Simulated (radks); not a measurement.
**Nd⁴¹⁺ in [Ar] 3d1: an all-electron calculation**

One table from this session's results is given with a row withheld; the runs are named, their logs left out.

Method: Dirac Kohn-Sham, LDA (Slater exchange, Perdew-Wang correlation), spin-unpolarised, spherical densities, point nucleus; open shells fill j = l - 1/2 first. Code: radks (a radial shooting solver on a logarithmic mesh, Libxc functionals) version 1.

## Starting point

| Property | Result |
| --- | --- |
| element | neodymium (Z = 60) |
| charge | +41 |
| electrons | 19 |
| configuration | [Ar] 3d1 |

The first run:

The run's settings:

```text
Z 60
configuration [Ar] 3d1
relativity Dirac
functional lda,pw
spin unpolarised
j_filling energy
nucleus point
c 137.035999084
```

One table of the session follows, with a row left open; its other results are not shown here.

It belongs to the step «Orbitals and density». Sizes of the orbitals, from the radial functions (bohr):

```
level      <r>  outermost maximum (interpolated)  90 % within  nodes
1s1/2  0.02364                            0.0151       0.0427      0
2s1/2  0.09967                            0.0854        0.155      1
2p1/2  0.08350                            0.0649        0.137      0
2p3/2  0.08972                            0.0702        0.145      0
3s1/2        ?                                 ?            ?      ?
3p1/2   0.2342                             0.219        0.349      1
3p3/2   0.2441                             0.229        0.362      1
3d3/2   0.2119                             0.178        0.324      0
3d5/2   0.2149                             0.181        0.328      0
```

**Question.** Estimate the row for 3s1/2.

The run gave: <r>: 0.2469; outermost maximum (interpolated): 0.233; 90 % within: 0.360; nodes: 2. In the column «<r>» it is the highest.

Caveats from the session: Spin polarisation and multiplet splitting are left out.
